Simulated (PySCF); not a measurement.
# Sb: dipole response in dyall-av2z

Aim: the static polarisability and the C₆ coefficient of Sb, method by method.

The numbers are computed with PySCF 2.14.0 (unrestricted determinants in a Gaussian basis, no spin-orbit coupling in the energies), except any that are marked as measured or tabulated.

**1. The atom as given**

* Element: antimony (Z = 51)
* Basis: dyall-av2z (22s16p12d, 130 functions)
* Hamiltonian: no relativity, point nucleus
* State 1: Sb: [Kr] 4d10 5s2 5p3, high-spin 4S determinant
* Methods: TPSSh, B3LYP

Outer shells as boxes (Hund's rule):

Sb [Kr] 4d10 5s2 5p3
```
[Kr] core
4d [↑↓][↑↓][↑↓][↑↓][↑↓]
5s [↑↓]
5p [↑ ][↑ ][↑ ]
```

The runs were made by one driver on top of PySCF. The scripts below sum up each run's settings (the driver also hands on starting orbitals that pick excited configurations, and frozen orbitals as a list rather than a count), and the logs come from the driver's own runs. The driver starts from symmetry-adapted Hartree-Fock orbitals, holds the occupation by maximum overlap and uses a logarithmic radial grid for functionals, so a plain start would take other cycles.

The integrals over 130 functions and the set-up took 0.47 s of CPU time.

**2. Sb, method by method**

Level: TPSSh.

The input, input.py:

```python
from pyscf import gto, scf, dft, mp, cc
import basis_set_exchange as bse
mol = gto.M(atom="Sb 0 0 0", charge=0, spin=3, symmetry="D2h",
            basis=gto.basis.parse(bse.get_basis("dyall-av2z", elements=["Sb"], fmt="nwchem")))
mf = dft.UKS(mol, xc="TPSSH")
mf.irrep_nelec = {'Ag': (9, 9), 'B1g': (2, 2), 'B2g': (2, 2), 'B3g': (2, 2), 'B1u': (4, 3), 'B2u': (4, 3), 'B3u': (4, 3)}
mf.kernel()
```

Standard output:

```text
damping factor = 0
level_shift factor = 0
DIIS = <class 'pyscf.scf.diis.CDIIS'>
diis_start_cycle = 1
diis_space = 10
diis_damp = 0
SCF conv_tol = 1e-09
SCF conv_tol_grad = None
number electrons alpha = 27  beta = 24
XC functionals = TPSSH
    V. N. Staroverov, G. E. Scuseria, J. Tao, and J. P. Perdew.,  J. Chem. Phys. 119, 12129 (2003)
cycle= 1 E= -6315.70707340609  delta_E= -0.017  |g|= 0.0415  |ddm|= 0.231
cycle= 2 E= -6315.70713952304  delta_E= -6.61e-05  |g|= 0.0123  |ddm|= 0.0285
cycle= 3 E= -6315.70715379181  delta_E= -1.43e-05  |g|= 0.00527  |ddm|= 0.0153
cycle= 4 E= -6315.70715703059  delta_E= -3.24e-06  |g|= 0.000783  |ddm|= 0.0036
cycle= 5 E= -6315.70715708494  delta_E= -5.44e-08  |g|= 1.99e-05  |ddm|= 0.000467
cycle= 6 E= -6315.70715708503  delta_E= -8.73e-11  |g|= 2.03e-06  |ddm|= 4.47e-05
converged SCF energy = -6315.70715708503  <S^2> = 3.7511177  2S+1 = 4.0005588
```

CPU time 95 s on a shared host, the integrals not counted.

The occupied shells:

| shell | electrons | mean orbital energy (eV) | spread (eV) | rms radius (bohr) |
| --- | --- | --- | --- | --- |
| 1s α | 1 | -29233.7 | 0 | 0.0345 |
| 1s β | 1 | -29233.7 | 0 | 0.0345 |
| 2s α | 1 | -4353.9 | 0 | 0.139 |
| 2s β | 1 | -4353.9 | 0 | 0.139 |
| 2p α | 3 | -4076.2 | 0 | 0.121 |
| 2p β | 3 | -4076.1 | 0 | 0.121 |
| 3s α | 1 | -856.62 | 0 | 0.367 |
| 3s β | 1 | -856.57 | 0 | 0.367 |
| 3p α | 3 | -741.04 | 0 | 0.360 |
| 3p β | 3 | -740.97 | 0 | 0.360 |
| 3d α | 5 | -527.66 | 0 | 0.332 |
| 3d β | 5 | -527.60 | 0 | 0.332 |
| 4s α | 1 | -141.48 | 0 | 0.873 |
| 4s β | 1 | -141.32 | 0 | 0.873 |
| 4p α | 3 | -102.15 | 0 | 0.925 |
| 4p β | 3 | -101.97 | 0 | 0.925 |
| 4d α | 5 | -36.420 | 0 | 1.11 |
| 4d β | 5 | -36.143 | 0 | 1.11 |
| 5s α | 1 | -13.460 | 0 | 2.50 |
| 5s β | 1 | -10.854 | 0 | 2.50 |
| 5p α | 3 | -6.073 | 0 | 3.10 |

⟨S²⟩ = 3.751, ⟨L²⟩ = 0.00.

The driver then solved the coupled dipole response at imaginary frequencies: mean α = 46.46 bohr³, C₆ = 517.6 au for a like pair.

A non-relativistic calculation at this Z misses sizeable relativistic shifts.

Level: B3LYP.

input.py, as changed from the run before:

```diff
@@ -4,3 +4,3 @@
             basis=gto.basis.parse(bse.get_basis("dyall-av2z", elements=["Sb"], fmt="nwchem")))
-mf = dft.UKS(mol, xc="TPSSH")
+mf = dft.UKS(mol, xc="B3LYP")
 mf.irrep_nelec = {'Ag': (9, 9), 'B1g': (2, 2), 'B2g': (2, 2), 'B3g': (2, 2), 'B1u': (4, 3), 'B2u': (4, 3), 'B3u': (4, 3)}
```

Standard output:

```text
damping factor = 0
level_shift factor = 0
DIIS = <class 'pyscf.scf.diis.CDIIS'>
diis_start_cycle = 1
diis_space = 10
diis_damp = 0
SCF conv_tol = 1e-09
SCF conv_tol_grad = None
number electrons alpha = 27  beta = 24
XC functionals = B3LYP
    P. J. Stephens, F. J. Devlin, C. F. Chabalowski, and M. J. Frisch.,  J. Phys. Chem. 98, 11623 (1994)
cycle= 1 E= -6316.02848607606  delta_E= -0.024  |g|= 0.0289  |ddm|= 0.289
cycle= 2 E= -6316.02854262178  delta_E= -5.65e-05  |g|= 0.028  |ddm|= 0.0445
cycle= 3 E= -6316.02864283214  delta_E= -0.0001  |g|= 0.00273  |ddm|= 0.0196
cycle= 4 E= -6316.02864313873  delta_E= -3.07e-07  |g|= 0.000905  |ddm|= 0.00364
cycle= 5 E= -6316.0286433213  delta_E= -1.83e-07  |g|= 2.08e-05  |ddm|= 0.000942
cycle= 6 E= -6316.02864332149  delta_E= -1.93e-10  |g|= 4.9e-06  |ddm|= 4.13e-05
converged SCF energy = -6316.02864332149  <S^2> = 3.7505471  2S+1 = 4.0002736
```

It used 41 s of CPU time after the integrals (shared host).

The driver then solved the coupled dipole response at imaginary frequencies: mean α = 45.94 bohr³, C₆ = 501.4 au for a like pair.

Radial density 4πr²ρ of Sb at B3LYP:

| r (bohr) | density | spin density |
| --- | --- | --- |
| 0.000533 | 0.316 | 0.000 |
| 0.000896 | 0.860 | 0.000 |
| 0.00151 | 2.29 | 0.000 |
| 0.00254 | 5.83 | 0.000 |
| 0.00426 | 13.8 | 0.000 |
| 0.00717 | 29.1 | 0.000 |
| 0.0121 | 50.3 | 0.001 |
| 0.0203 | 63.9 | 0.005 |
| 0.0341 | 57.8 | 0.021 |
| 0.0574 | 64.4 | 0.044 |
| 0.0966 | 83.0 | 0.016 |
| 0.162 | 60.1 | 0.011 |
| 0.273 | 68.8 | 0.081 |
| 0.460 | 26.9 | 0.037 |
| 0.773 | 25.2 | 0.159 |
| 1.30 | 9.35 | 0.170 |
| 2.19 | 2.86 | 1.286 |
| 3.68 | 0.829 | 0.610 |
| 6.19 | 0.0526 | 0.049 |
| 10.4 | 0.000125 | 0.000 |

**3. Polarisabilities and C₆**

Sb, in atomic units:

```
method  mean α  C₆ (like pair)  S(−4)
 TPSSh   46.46           517.6  527.9
 B3LYP   45.94           501.4  541.4
```

Reference α: 43 ± 2 bohr³ (recommended; Schwerdtfeger and Nagle, table of static dipole polarizabilities (2023 update)). Published C₆: 492.0 (Chu and Dalgarno (2004); Tang, Norbeck and Certain (1976)).

α(iu) at B3LYP:

| u (hartree) | α(iu) (bohr³) |
| --- | --- |
| 0 | 45.94 |
| 0.0500 | 44.64 |
| 0.100 | 41.24 |
| 0.200 | 32.15 |
| 0.300 | 23.98 |
| 0.500 | 13.67 |
| 0.750 | 7.678 |
| 1.00 | 4.856 |
| 1.50 | 2.439 |
| 2.00 | 1.470 |
| 3.00 | 0.7126 |
| 5.00 | 0.2860 |

**4. Outcome**

| quantity | value |
| --- | --- |
| α of Sb | 45.94 (B3LYP) to 46.46 (TPSSh) bohr³; reference 43.00 |

For Sb B3LYP is nearest the reference (+7 %). All values hold for this basis alone; no basis-set limit was taken.
